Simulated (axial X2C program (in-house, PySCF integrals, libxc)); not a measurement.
# Linear OTeO²⁺ at several levels

How do method and spin–orbit coupling move the bonds and stretches of OTeO²⁺, held linear?

Method: all-electron X2C, two-component (2c) or spin-free, O dyall-av3z, Te dyall-v3z; program: an in-house X2C program for linear molecules on PySCF integrals.

All values are calculated.

2 further runs of the same task are left out: 2 set aside as unsound or not needed.

## 1. Input

task.json reads:

```json
{
 "zs": [
  8,
  52,
  8
 ],
 "q": 2,
 "bas": [
  "dyall-av3z",
  "dyall-v3z",
  "dyall-av3z"
 ],
 "r0": [
  1.85,
  1.85
 ],
 "symm": 1,
 "scan": [
  "PBE0",
  "HF",
  "r2SCAN"
 ],
 "levels": [
  "PBE0",
  "HF",
  "TPSSh"
 ],
 "nst": 2
}
```

Keys: zs atomic numbers; q charge; bas basis sets; r0 starting distance in Å; symm equal bonds; scan levels of the two-bond scan; levels methods; nst determinants followed.

Run with:

```bash
> python solin.py task.json out
```

Masses O 15.995, Te 129.906, O 15.995 u.

## 2. Scan at PBE0, 2c

State: Ω = 0 (all partner blocks equally filled). Energies above the lowest point, from the job's result record:

```
r(O–Te) (Å)  r(Te–O) (Å)  E (meV)
     1.7072       1.7072    96.42
     1.7072       1.7510    47.63
     1.7072       1.7948    81.40
     1.7510       1.7072    47.63
     1.7510       1.7510     0.00
     1.7510       1.7948    35.37
     1.7510       1.8385   132.15
     1.7948       1.7072    81.40
     1.7948       1.7510    35.37
     1.7948       1.7948    72.77
     1.8385       1.7510   132.15
     1.8385       1.8385   273.94
```

A quadratic surface with cubic terms in each bond gives the minimum at 1.752 and 1.752 Å, force constants 6.91, 6.91 and coupling 0.17 mdyn/Å.

## 3. Scan at r2SCAN, 2c

State: Ω = 0 (all partner blocks equally filled). Energies above the lowest point, from the job's result record:

```
r(O–Te) (Å)  r(Te–O) (Å)  E (meV)
     1.7072       1.7072   152.03
     1.7072       1.7510    76.26
     1.7072       1.7948    87.16
     1.7510       1.7072    76.26
     1.7510       1.7510     0.00
     1.7510       1.7948    10.70
     1.7510       1.8385    87.33
     1.7948       1.7072    87.16
     1.7948       1.7510    10.70
     1.7948       1.7948    21.48
     1.8385       1.7510    87.33
     1.8385       1.8385   175.98
```

A quadratic surface with cubic terms in each bond gives the minimum at 1.766 and 1.766 Å, force constants 6.67, 6.67 and coupling 0.01 mdyn/Å.

## 4. Scan at PBE0, spin-free

State: M_S = 0, Λ = 0 (closed shell). Energies above the lowest point, from the job's result record:

```
r(O–Te) (Å)  r(Te–O) (Å)  E (meV)
     1.7072       1.7072    91.60
     1.7072       1.7510    45.13
     1.7072       1.7948    81.32
     1.7510       1.7072    45.13
     1.7510       1.7510     0.00
     1.7510       1.7948    38.00
     1.7510       1.8385   137.64
     1.7948       1.7072    81.32
     1.7948       1.7510    38.00
     1.7948       1.7948    78.32
     1.8385       1.7510   137.64
     1.8385       1.8385   286.34
```

A quadratic surface with cubic terms in each bond gives the minimum at 1.751 and 1.751 Å, force constants 6.98, 6.98 and coupling 0.19 mdyn/Å.

## 5. The levels side by side

| level | r(O–Te) (Å) | r(Te–O) (Å) | lower stretch (cm⁻¹) | upper stretch (cm⁻¹) |
| --- | --- | --- | --- | --- |
| PBE0, 2c | 1.752 | 1.752 | 866.5 | 943.8 |
| r2SCAN, 2c | 1.766 | 1.766 | 841.6 | 938.6 |
| PBE0, spin-free | 1.751 | 1.751 | 872.2 | 947.0 |
| r2SCAN, spin-free | 1.765 | 1.765 | 844.0 | 940.4 |

Scans not shown above were run alike.

In words: Over the levels the O–Te bond spans 1.751 to 1.766 Å and the Te–O bond 1.751 to 1.766 Å. At PBE0 going from spin-free to two-component moves the bonds by +0.001 and +0.001 Å. Each state is one determinant, the lowest of a limited PBE0 search; the stretches come from a fit to few points and are good to some per cent at best. The stretches are sorted by size, and where the two bonds are alike the symmetric and antisymmetric modes can swap order between levels. A multiply charged ion may be only metastable. The molecule was held linear; bending was not examined, so a bent shape may lie lower.
